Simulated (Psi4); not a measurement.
# MP3/cc-pVDZ run of SiBrCl3 (bromotrichlorosilane)

What is the energy change on altering one bond length of SiBrCl3 (bromotrichlorosilane) at MP3/cc-pVDZ? 

The calculation is run with Psi4 1.11.

2 further runs of the same task are left out: 2 set aside as unsound or not needed.

## Step 1: The structure to begin with

SiBrCl3: 5 atoms, total charge 0, spin state singlet. SMILES: `Cl[Si](Cl)(Cl)Br`. The coordinates come from a PBE0-D4/def2-TZVP relaxation.

Bond lengths: Cl1–Si2 2.023 Å, Si2–Cl3 2.023 Å, Si2–Cl4 2.023 Å, Si2–Br5 2.188 Å. Angles: Cl1–Si2–Cl3 109.3°, Cl1–Si2–Cl4 109.3°, Cl1–Si2–Br5 109.7°, Cl3–Si2–Cl4 109.3°, Cl3–Si2–Br5 109.7°, Cl4–Si2–Br5 109.7°.

## Step 2: A single-point energy at MP3/cc-pVDZ

Contents of input.json:

```json
{
  "schema_name": "qcschema_input",
  "schema_version": 1,
  "molecule": {
    "schema_name": "qcschema_molecule",
    "schema_version": 2,
    "symbols": ["Cl", "Si", "Cl", "Cl", "Br"],
    "geometry": [-1.61174741, -0.41139338, 3.44232511, 0.00642507, -0.08050233, -0.00604712, 3.19458201, -2.1886808, -0.11187179, -2.42962088, -1.34113863, -2.66980507, 0.9342806, 3.88225335, -0.73302476],
    "molecular_charge": 0,
    "molecular_multiplicity": 1,
    "fix_symmetry": "c1"
  },
  "driver": "energy",
  "model": {
    "method": "mp3",
    "basis": "cc-pVDZ"
  },
  "keywords": {
    "puream": true,
    "e_convergence": 1e-09,
    "d_convergence": 1e-08,
    "scf_type": "pk",
    "num_frozen_docc": 29,
    "mp_type": "conv"
  }
}
```

The run is started by

```console
$ psi4 --qcschema input.json -n 1 --memory 1600MB
```

stdout, shortened:

```text
[...]
  Running in c1 symmetry.
[...]
  Nuclear repulsion =  718.568526642206621
[...]
  Multiplicity = 1
[...]
  Nalpha       = 50
  Nbeta        = 50
[...]
    Number of basis functions: 99
[...]
   @RHF iter   1: -4239.89056315532980   -1.37337e+00   5.63027e-03 ADIIS/DIIS
[...]
   @RHF iter  11: -4240.02809359389175   -4.54747e-12   2.63652e-09 DIIS
[...]
    Orbital Energies [Eh]
    ---------------------
    Doubly Occupied:
       1A   -490.098577     2A   -104.859026     3A   -104.859023
       4A   -104.859017     5A    -68.960031     6A    -65.235483
       7A    -58.592046     8A    -58.591146     9A    -58.591146
      10A    -10.588515    11A    -10.588509    12A    -10.588503
      13A     -9.884020    14A     -8.055617    15A     -8.055614
      16A     -8.055607    17A     -8.052771    18A     -8.052768
      19A     -8.052768    20A     -8.052765    21A     -8.052761
      22A     -8.052758    23A     -7.495775    24A     -7.489148
      25A     -7.489148    26A     -6.294626    27A     -4.401521
      28A     -4.401521    29A     -4.401275    30A     -3.231924
      31A     -3.228676    32A     -3.228676    33A     -3.221353
      34A     -3.221353    35A     -1.172982    36A     -1.123243
[...]
  @RHF Final Energy: -4240.02809359389175
   => Energetics <=
    Nuclear Repulsion Energy =            718.5685266422066206
    One-Electron Energy =               -7321.7311466348091926
    Two-Electron Energy =                2363.1345263987104772
    Total Energy =                      -4240.0280935938917537
[...]
 Multipole Moments:
 ------------------------------------------------------------------------------------
     Multipole            Electronic (a.u.)      Nuclear  (a.u.)        Total (a.u.)
 ------------------------------------------------------------------------------------
 L = 1.  Multiply by 2.5417464519 to convert [e a0] to [Debye]
 Dipole X            :          2.5364202           -2.5216003            0.0148199
 Dipole Y            :         10.8337596          -10.7698652            0.0638944
 Dipole Z            :         -1.9875360            1.9757931           -0.0117428
 Magnitude           :                                                    0.0666334
[...]
	SCS-MP2 Total Energy (a.u.)        : -4240.61574393357841
	SOS-MP2 Total Energy (a.u.)        : -4240.60155279704668
[...]
	SOS-PI-MP2 Total Energy (a.u.)     : -4240.64566504344384
[...]
	MP2 Total Energy (a.u.)            : -4240.64412620663916
[...]
	SCS-MP3 Total Energy (a.u.)        : -4240.62582760805071
[...]
	MP3 Total Energy (a.u.)            : -4240.68446090452744
[...]
```

The result, in JSON:

```text
{
 "driver": "energy",
 "model": {
  "method": "mp3",
  "basis": "cc-pVDZ"
 },
 "success": true,
 "return_result": -4240.684460904527,
 "properties": {
  "calcinfo_nbasis": 99,
  "calcinfo_nmo": 99,
  "calcinfo_nalpha": 50,
  "calcinfo_nbeta": 50,
  "calcinfo_natom": 5,
  "nuclear_repulsion_energy": 718.5685266422066,
  "return_energy": -4240.684460904527,
  "scf_one_electron_energy": -7321.731146634809,
  "scf_two_electron_energy": 2363.1345263987105,
  "scf_dipole_moment": [0.01481986768404564, 0.0638943503155609, -0.01174284218980759],
  "scf_total_energy": -4240.028093593892,
  "scf_iterations": 11,
  "mp2_same_spin_correlation_energy": -0.17491014878145922,
  "mp2_opposite_spin_correlation_energy": -0.441122463965584,
  "mp2_singles_energy": 0.0,
  "mp2_doubles_energy": -0.6160326127470432,
  "mp2_correlation_energy": -0.6160326127474036,
  "mp2_total_energy": -4240.644126206639
 }
}
```

Wall time 2 min (1 thread of Intel Xeon Platinum 8488C (Sapphire Rapids), shared host); peak memory 0.66 GiB.

## Step 3: The distorted shape, same level

Contents of input.inp:

```
memory 1600 MB

molecule {
  Cl    -2.877418     1.121018     1.888800
  Si    -2.021118     1.296118     0.064000
  Cl     1.690500    -1.158200    -0.059200
  Cl    -3.310218     0.629018    -1.345600
  Br    -1.530118     3.393118    -0.320700
  symmetry c1
}

set basis cc-pVDZ
set puream true
set e_convergence 1e-09
set d_convergence 1e-08
set scf_type pk
set num_frozen_docc 29
set mp_type conv

energy('mp3')
```

The run is started by

```console
$ psi4 input.inp input.out -n 1
```

input.out, shortened:

```text
[...]
  Running in c1 symmetry.
[...]
  Nuclear repulsion =  612.892779205879151
[...]
  Multiplicity = 1
[...]
  Nalpha       = 50
  Nbeta        = 50
[...]
    Number of basis functions: 99
[...]
   @RHF iter   1: -4239.55983172912875   -1.70311e+00   6.46316e-03 ADIIS/DIIS
[...]
   @RHF iter  17: -4239.80341237754328   -1.00044e-11   7.57054e-09 DIIS
[...]
  @RHF Final Energy: -4239.80341237754328
   => Energetics <=
    Nuclear Repulsion Energy =            612.8927792058791510
    One-Electron Energy =               -7107.3886926656123251
    Two-Electron Energy =                2254.6925010821901196
    Total Energy =                      -4239.8034123775432818
[...]
 Multipole Moments:
 ------------------------------------------------------------------------------------
     Multipole            Electronic (a.u.)      Nuclear  (a.u.)        Total (a.u.)
 ------------------------------------------------------------------------------------
 L = 1.  Multiply by 2.5417464519 to convert [e a0] to [Debye]
 Dipole X            :         -3.0373602           -0.6476375           -3.6849977
 Dipole Y            :         14.6782836          -12.0090282            2.6692554
 Dipole Z            :         -1.8266662            1.9135905            0.0869243
 Magnitude           :                                                    4.5510096
[...]
	SCS-MP2 Total Energy (a.u.)        : -4240.42908833045294
	SOS-MP2 Total Energy (a.u.)        : -4240.41771005311148
[...]
	SOS-PI-MP2 Total Energy (a.u.)     : -4240.46496372046295
[...]
	MP2 Total Energy (a.u.)            : -4240.45184488513132
[...]
	SCS-MP3 Total Energy (a.u.)        : -4240.43766229885750
[...]
	MP3 Total Energy (a.u.)            : -4240.48614075874866
[...]
```

Wall time 1.8 min (1 thread of Intel Xeon Platinum 8488C (Sapphire Rapids), shared host); peak memory 0.66 GiB.

## Step 4: Outcome

At MP3/cc-pVDZ, 29 core orbitals frozen:

| quantity | value |
| --- | --- |
| first shape: total energy | -4240.68446 Eh |
| first shape: HOMO energy (Hartree–Fock orbitals) | -12.11 eV |
| first shape: LUMO energy (Hartree–Fock orbitals) | 3.10 eV |
| first shape: HOMO–LUMO gap (Hartree–Fock orbitals) | 15.21 eV |
| first shape: correlation energy (29 core orbitals frozen) | -656.4 mEh |
| distorted shape: total energy | -4240.48614 Eh |
| distorted shape: HOMO energy (Hartree–Fock orbitals) | -8.28 eV |
| distorted shape: LUMO energy (Hartree–Fock orbitals) | -3.80 eV |
| distorted shape: HOMO–LUMO gap (Hartree–Fock orbitals) | 4.48 eV |
| distorted shape: correlation energy (29 core orbitals frozen) | -682.7 mEh |
| energy change with the Si2–Cl3 bond stretched from 2.023 to 4.451 Å | 5.397 eV |

**Reading.** One bond (distorted shape) is far stretched, which a spin-restricted single reference describes badly; perturbation theory on it can break down and give far too much correlation. With the Si2–Cl3 bond stretched from 2.023 to 4.451 Å the energy rises by 5.40 eV (124 kcal/mol). The first shape isn't relaxed at this level, so the change isn't measured from a minimum. A restricted reference can't describe the breaking bond well at this length.
